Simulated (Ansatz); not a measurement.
**C₂H₈GaNO: up Jacob's ladder to CCSD(T)**

An exercise on one series of results from a longer session: the logs are not shown, and one member is left open.

Computed with Ansatz 0.2.0, Gaussian basis. Level: functionals in def2-TZVPP, the program's frozen cores in correlated methods.

Levels to be run: LDA (SPW92), PBE-D4, revPBE-D4, BLYP-D4, r2SCAN-D4, B97M-V, PBE0-D4, B3LYP-D4, r2SCANh-D4, r2SCAN0-D4, HSE06-D4, BHLYP-D4, CAM-B3LYP-D4, LC-ωPBE, ωB97X-V, ωB97M-V, B2PLYP, PBE-QIDH; CCSD(T)/def2-SVP; CCSD(T)/def2-TZVPP; MP2/def2-QZVPP; extrapolation to the limit; RPA on PBE.

## Structure used throughout

An earlier PBE0-D4 in a triple-zeta def2 set relaxation fixed the geometry.

SMILES `C[O][Ga]([CH3])[NH2]`, 13 atoms, charge 0, spin multiplicity 1.

Atoms are counted from 1 here; the program's logs count them from 0.

Bond lengths: C1–O2 1.399 Å, C1–H6 1.099 Å, C1–H7 1.099 Å, C1–H8 1.095 Å, O2–Ga3 1.793 Å, Ga3–C4 1.946 Å, Ga3–N5 1.816 Å, C4–H9 1.091 Å, C4–H10 1.090 Å, C4–H11 1.092 Å, N5–H12 1.005 Å, N5–H13 1.005 Å. Angles: O2–C1–H6 112.6°, O2–C1–H7 112.6°, O2–C1–H8 109.0°, H6–C1–H7 107.6°, H6–C1–H8 107.4°, H7–C1–H8 107.4°, C1–O2–Ga3 122.3°, O2–Ga3–C4 118.3°, O2–Ga3–N5 114.5°, C4–Ga3–N5 127.2°, Ga3–C4–H9 109.9°, Ga3–C4–H10 111.6°, Ga3–C4–H11 109.9°, H9–C4–H10 109.0°, H9–C4–H11 107.8°, H10–C4–H11 108.5°, Ga3–N5–H12 124.2°, Ga3–N5–H13 123.8° and more.

Set-up of the first run:

in.yaml reads:

```yaml
crystal:
  periodic: [false, false, false]
  atoms:
    - {symbol: C, position_ang: [-2.009400, 0.874891, 0.633301]}
    - {symbol: O, position_ang: [-1.156560, -0.230722, 0.726541]}
    - {symbol: Ga, position_ang: [0.439481, -0.280967, -0.089777]}
    - {symbol: C, position_ang: [1.526679, -1.882930, 0.107739]}
    - {symbol: N, position_ang: [0.852095, 1.217958, -1.028394]}
    - {symbol: H, position_ang: [-2.325580, 1.078113, -0.399851]}
    - {symbol: H, position_ang: [-1.554081, 1.794102, 1.028839]}
    - {symbol: H, position_ang: [-2.913030, 0.678397, 1.219819]}
    - {symbol: H, position_ang: [1.545089, -2.192372, 1.153752]}
    - {symbol: H, position_ang: [2.549675, -1.718442, -0.231819]}
    - {symbol: H, position_ang: [1.094932, -2.699493, -0.474315]}
    - {symbol: H, position_ang: [1.705990, 1.346011, -1.542344]}
    - {symbol: H, position_ang: [0.244699, 2.015443, -1.103491]}
basis:
  gaussian: {orbitals: def2-TZVPP}
hamiltonian: {xc: lda}
output: {orbitals: {seedname: orbitals}}
```

Started as:

```
> ansatz run in.yaml --threads 2 --pin off --events-out ev --progress --plain --max-ram 32768MiB --backend cuda --devices 0, --max-vram 18GiB
```

Among the steps run: LDA; PBE-D4 (GGA); revPBE-D4 (GGA); BLYP-D4 (GGA); r2SCAN-D4 (meta-GGA); B97M-V (meta-GGA); PBE0-D4 (hybrid); B3LYP-D4 (hybrid); r2SCANh-D4 (hybrid); r2SCAN0-D4 (hybrid); HSE06-D4 (hybrid); BHLYP-D4 (hybrid); CAM-B3LYP-D4 (range-separated); LC-ωPBE (range-separated); ωB97X-V (range-separated); ωB97M-V (range-separated); B2PLYP (double hybrid); PBE-QIDH (double hybrid).

One table of the session follows, with a row left open; its other results are not shown here.

It belongs to the step «Frontier levels by functional». 

| functional | HOMO (eV) | gap (eV) |
| --- | --- | --- |
| LDA (SPW92) | -5.84 | 5.02 |
| PBE-D4 | -5.66 | 5.02 |
| revPBE-D4 | -5.59 | 5.06 |
| BLYP-D4 | -5.56 | 4.92 |
| r2SCAN-D4 | -5.97 | 5.80 |
| B97M-V | -6.04 | 5.48 |
| PBE0-D4 | -7.12 | 7.34 |
| B3LYP-D4 | -6.88 | 6.76 |
| r2SCANh-D4 | -6.52 | 6.63 |
| r2SCAN0-D4 | -7.35 | 7.87 |
| HSE06-D4 | -6.71 | 6.56 |
| BHLYP-D4 | -8.50 | 9.38 |
| CAM-B3LYP-D4 | -8.58 | 9.61 |
| LC-ωPBE | -9.98 | 12.34 |
| ωB97X-V | ? | ? |
| ωB97M-V | -9.53 | 11.26 |

Q: Estimate the row for ωB97X-V from the others.

The run gave: HOMO (eV): -9.61; gap (eV): 11.72. In the column «HOMO (eV)» it lies between LC-ωPBE (-9.98) and ωB97M-V (-9.53).
